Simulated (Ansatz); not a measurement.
# CH3ClFSSi radical: a ladder of functionals and wavefunction methods

The task here is to estimate one member of a computed series from the others.

Computed with Ansatz 0.2.0, Gaussian basis. Level: functionals in def2-TZVPP, the program's frozen cores in correlated methods.

The runs, in order: LDA (SPW92), PBE-D4, revPBE-D4, BLYP-D4, r2SCAN-D4, B97M-V, PBE0-D4, B3LYP-D4, r2SCANh-D4, r2SCAN0-D4, HSE06-D4, BHLYP-D4, CAM-B3LYP-D4, LC-ωPBE, ωB97X-V, ωB97M-V, B2PLYP, PBE-QIDH; CCSD(T)/def2-SVP; CCSD(T)/def2-TZVPP; MP2/def2-QZVPP; extrapolation to the limit; RPA on PBE.

### The relaxed structure

An earlier PBE0-D4 in a triple-zeta def2 set relaxation fixed the geometry.

SMILES `CS[Si](F)Cl`, 8 atoms, charge 0, spin multiplicity 2.

Atoms are counted from 1 here; the program's logs count them from 0.

Bond lengths: C1–S2 1.823 Å, C1–H6 1.089 Å, C1–H7 1.088 Å, C1–H8 1.090 Å, S2–Si3 2.112 Å, Si3–F4 1.599 Å, Si3–Cl5 2.055 Å. Angles: S2–C1–H6 110.6°, S2–C1–H7 110.9°, S2–C1–H8 105.9°, H6–C1–H7 110.6°, H6–C1–H8 109.4°, H7–C1–H8 109.3°, C1–S2–Si3 99.9°, S2–Si3–F4 110.2°, S2–Si3–Cl5 112.2°, F4–Si3–Cl5 104.7°.

The first run:

The input, in.yaml:

```yaml
crystal:
  periodic: [false, false, false]
  atoms:
    - {symbol: C, position_ang: [-0.963185, -0.710210, -0.165283]}
    - {symbol: S, position_ang: [0.778588, -1.249846, -0.173349]}
    - {symbol: Si, position_ang: [1.730028, 0.584022, 0.263052]}
    - {symbol: F, position_ang: [1.191579, 1.169683, 1.650113]}
    - {symbol: Cl, position_ang: [1.289350, 2.035909, -1.122989]}
    - {symbol: H, position_ang: [-1.142264, 0.019434, -0.953156]}
    - {symbol: H, position_ang: [-1.238037, -0.300950, 0.805002]}
    - {symbol: H, position_ang: [-1.553860, -1.605141, -0.359089]}
basis:
  gaussian: {orbitals: def2-TZVPP}
magnetization: {spin_polarized: true, initial_magnetization: 1}
hamiltonian: {xc: lda}
output: {orbitals: {seedname: orbitals}}
```

Launch:

```bash
> ansatz run in.yaml --threads 2 --pin off --events-out ev --progress --plain --max-ram 32768MiB --backend cpu
```

Among the steps run: LDA; PBE-D4 (GGA); revPBE-D4 (GGA); BLYP-D4 (GGA); r2SCAN-D4 (meta-GGA); B97M-V (meta-GGA); PBE0-D4 (hybrid); B3LYP-D4 (hybrid); r2SCANh-D4 (hybrid); r2SCAN0-D4 (hybrid); HSE06-D4 (hybrid); BHLYP-D4 (hybrid); CAM-B3LYP-D4 (range-separated); LC-ωPBE (range-separated); ωB97X-V (range-separated); ωB97M-V (range-separated); B2PLYP (double hybrid); PBE-QIDH (double hybrid).

One of the session's tables, all rows but one given; the rest of the session is left out.

It belongs to the step «Orbital energies across the functionals». 

```
  functional  HOMO (eV)  LUMO (eV)  gap (eV)
 LDA (SPW92)      -5.60      -4.39      1.22
      PBE-D4      -5.61      -3.93      1.68
   revPBE-D4      -5.58      -3.76      1.82
     BLYP-D4      -5.40      -3.97      1.43
   r2SCAN-D4      -6.00      -3.46      2.54
      B97M-V      -5.68      -4.06      1.63
     PBE0-D4      -6.83      -3.03      3.80
    B3LYP-D4      -6.54      -3.45      3.09
  r2SCANh-D4      -6.44      -3.17      3.27
  r2SCAN0-D4      -7.11      -2.75      4.36
    HSE06-D4      -6.43      -3.41      3.02
    BHLYP-D4          ?          ?         ?
CAM-B3LYP-D4      -8.07      -2.19      5.88
     LC-ωPBE      -9.50      -0.72      8.78
     ωB97X-V      -8.98      -1.30      7.68
     ωB97M-V      -8.57      -1.45      7.12
```

Q: Estimate the row for BHLYP-D4 from the others.

Worked estimate for «HOMO (eV)». Against the share of exact exchange, BLYP-D4 (0, -5.40), B3LYP-D4 (0.2, -6.54) give a slope of -5.70 per unit share; at 0.5 the line stands at -8.25.

As computed: HOMO (eV): -7.88; LUMO (eV): -2.27; gap (eV): 5.61. In «HOMO (eV)» the line misses by -0.37.
